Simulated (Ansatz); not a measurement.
Runs of Ansatz 0.2.0 on TaO. The structure is hexagonal, space group P6/mmm (No. 191). Conventional cell: a = 3.066 Å, b = 3.066 Å, c = 3.855 Å, α = 90.00°, β = 90.00°, γ = 120.00°. Ta (site symmetry 6/mmm) is surrounded by 2 O at 1.93 Å. O (site symmetry 6/mmm) is surrounded by 2 Ta at 1.93 Å. The cell was built by a generator and needn't be a form met in nature.

| task | level | cell | cutoff (eV) | points for each segment of the path | gap on the mesh (eV) | pressure (GPa) | relaxed volume (Å³/atom) |
| --- | --- | --- | --- | --- | --- | --- | --- |
| single point | PBE0 | as given | 420 | - | none | (b) | - |
| relaxation of cell and atoms | HSEsol | relaxed | 420 | - | none | 0.0 | 15.01 |
| relaxation of cell and atoms | PBE0 | relaxed | 420 | - | none | 0.0 | 15.35 |
| single point | PBEsol0 | as given | 420 | - | none | -9.1 | - |
| relaxation of cell and atoms | HSE03 | relaxed | 420 | - | none | 0.0 | 15.39 |
| single point | r2SCANh | as given | 500 | - | none | (a) | - |
| relaxation of cell and atoms | PBEsol0 | relaxed | 420 | - | none | 0.0 | 14.98 |
| band structure | HSE03 | as given | 420 | 4 | none | -4.7 | - |

Alike in all rows: potentials or basis Ansatz PAW; no spin polarisation; k mesh 5 × 5 × 4; smearing fermi-dirac 0.05 eV; the mesh is coarse, so values aren't converged.

Q: Estimate the missing entries.

A: (a) -5.4; (b) -5.2.

Caveats: all runs use coarse meshes; an odd number of electrons without spin polarisation forces a metal; a magnetic or distorted state may lie lower; the PAW data sets come from PBE, with cores solved anew for the run's functional, which leaves a small shift of forces and pressure; the thresholds are loose for stress (some runs); the plane-wave basis is chosen anew once the cell has moved, so the energies of steps on either side of that aren't comparable (some runs); spin-orbit coupling is left out, which moves the levels of the heavy elements (some runs).

A k mesh can miss the band edges, and the runs leave out spin-orbit coupling on Ta.

A gap of «none» marks a metal or a gap under the smearing width.
